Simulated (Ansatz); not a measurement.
# Ti3S2 (R32): equation of state with a fit

Where is the equilibrium volume of Ti3S2 (R32), and how stiff is it? A script is to give an equation of state with a fit; the system is Ti3S2 (R32).

Computed with the Python package of Ansatz 0.2.0. Level of theory: DFT PBEsol, plane waves, PAW.

## 1. The structure

The structure is trigonal, space group R32 (No. 155). The conventional cell has a = 5.426 Å, b = 5.426 Å, c = 9.713 Å, α = 90.00°, β = 90.00°, γ = 120.00°. Ti (site symmetry 2) is surrounded by 4 S at 2.42 to 2.44 Å. S (site symmetry 3) has 6 Ti at 2.42 to 2.44 Å as nearest neighbours.

No structure file is read: the coordinates are typed or built in the script.

## 2. The script

run_eos.py

```python
import ansatz as az
import numpy as np

SIGMA = 0.05
CUTOFF = 500
KGRID = (6, 6, 6)

VECTORS = np.array([
    [2.71311, 1.56642, 3.23762],
    [-2.71311, 1.56642, 3.23762],
    [0.0, -3.13283, 3.23762],
])
SITES = [
    ("Ti", (0.33565, 0.66434, 0.0)),
    ("Ti", (0.66434, 0.0, 0.33565)),
    ("Ti", (0.0, 0.33565, 0.66434)),
    ("S", (0.83216, 0.83216, 0.83216)),
    ("S", (0.16784, 0.16784, 0.16784)),
]


def make_crystal(cell):
    crystal = az.Crystal(lattice=az.Lattice.of(cell))
    for symbol, position in SITES:
        crystal = crystal.atom(symbol, position)
    return crystal


def main() -> None:
    volumes, energies, pressures = [], [], []
    for scale in np.linspace(0.94, 1.06, 7):
        cell = VECTORS * scale ** (1 / 3)
        job = make_crystal(cell).calculation()
        job = job.functional(az.Functional.PBESOL)
        job = job.occupations(az.OccupationsMethod.COLD, width=SIGMA).basis(CUTOFF)
        job = job.kpoints(*KGRID)
        job = job.stress()
        summary = job.run().report
        volumes.append(abs(np.linalg.det(cell)) / len(SITES))
        energies.append(summary["free_energy_ev"] / len(SITES))
        pressures.append(np.trace(summary["stress_gpa"]) / 3)
        print(f"V = {volumes[-1]:8.4f} A^3/atom  F = {energies[-1]:.5f} eV/atom  P = {pressures[-1]:8.3f} GPa")

    x = np.array(volumes) ** (-2 / 3)
    poly = np.polynomial.Polynomial.fit(x, energies, 3).convert()
    roots = poly.deriv().roots()
    x0 = min((r.real for r in roots if abs(r.imag) < 1e-9 and poly.deriv(2)(r.real) > 0), key=lambda r: abs(r - x.mean()))
    v0 = x0 ** -1.5
    b0 = 4 / 9 * poly.deriv(2)(x0) * v0 ** (-7 / 3) * 160.21766
    b1 = 4 + 2 / 3 * x0 * poly.deriv(3)(x0) / poly.deriv(2)(x0)
    print(f"V0 = {v0:.4f} A^3/atom, B0 = {b0:.1f} GPa, dB/dP = {b1:.2f}")


if __name__ == "__main__":
    main()
```

## 3. The run

The run is started by

```
> python run_eos.py
```

Log:

```text
DeckWarning: the atoms were moved onto the symmetric positions of the space group found under crystal.symmetry.tolerance 1.0e-5 (fractional; no operation is sought that the atoms, as they stand in a round, miss by more than twice it, and no atom is moved by as much as it), and the run uses the moved positions. Before a round's move an operation carried an atom to 3.98e-5 Å from where it should [...]
V =  15.5206 A^3/atom  F = -1839.36232 eV/atom  P =    4.050 GPa
V =  15.8509 A^3/atom  F = -1839.36734 eV/atom  P =    0.881 GPa
V =  16.1811 A^3/atom  F = -1839.36618 eV/atom  P =   -1.956 GPa
V =  16.5113 A^3/atom  F = -1839.35948 eV/atom  P =   -4.496 GPa
V =  16.8415 A^3/atom  F = -1839.34783 eV/atom  P =   -6.768 GPa
V =  17.1718 A^3/atom  F = -1839.33175 eV/atom  P =   -8.800 GPa
V =  17.5020 A^3/atom  F = -1839.31170 eV/atom  P =  -10.615 GPa
V0 = 15.9494 A^3/atom, B0 = 140.1 GPa, dB/dP = 4.39
```

(Warnings from the package without file and line, shortened, repeats left out.)

Run time: 65 s. Hardware: 1 thread of Arm Neoverse V1, shared host; peak memory 0.44 GiB.

## 4. The runs side by side

From the records of these 7 runs:

| run | volume (Å³/atom) | energy from run 2 (meV/atom) | pressure (GPa) | SCF cycles | CPU time (s) |
| --- | --- | --- | --- | --- | --- |
| 1 | 15.521 | 5.02 | 4.05 | 7 | 8.9 |
| 2 | 15.851 | 0.00 | 0.88 | 7 | 8.8 |
| 3 | 16.181 | 1.16 | -1.96 | 7 | 8.7 |
| 4 | 16.511 | 7.86 | -4.50 | 7 | 8.9 |
| 5 | 16.842 | 19.51 | -6.77 | 7 | 9.2 |
| 6 | 17.172 | 35.60 | -8.80 | 7 | 9.5 |
| 7 | 17.502 | 55.64 | -10.62 | 7 | 9.7 |

Energies are free energies F = E - TS of the smeared occupations. 

## 5. Results

```
                      quantity           value
                 runs compared               7
               range of energy  55.64 meV/atom
lowest point, volume (Å³/atom)          15.851
      equilibrium volume (fit)   15.95 Å³/atom
            bulk modulus (fit)         140 GPa
```

In words: A third-order Birch-Murnaghan fit through the 7 points has its minimum at 15.95 Å³ an atom, 3.4 % below the typed cell, with a bulk modulus of 140 GPa and dB/dP = 4.4. From that minimum the energy rises by 5.3 meV an atom on the compressed side and 55.9 meV on the expanded side. The window is off centre, so dB/dP is rough. Notes:
- Spin is left out of this run.
- Shape and fractional positions are held along the curve, so the bulk modulus is an upper value where they are free to relax.
- For a metal this k-point mesh is coarse: on a finer one energies can move by several to tens of meV an atom and pressures by half a GPa or more, differences at one mesh by less.
- Pressure is positive in compression.
- This cell is a computed structure, which may not be the phase found in nature.
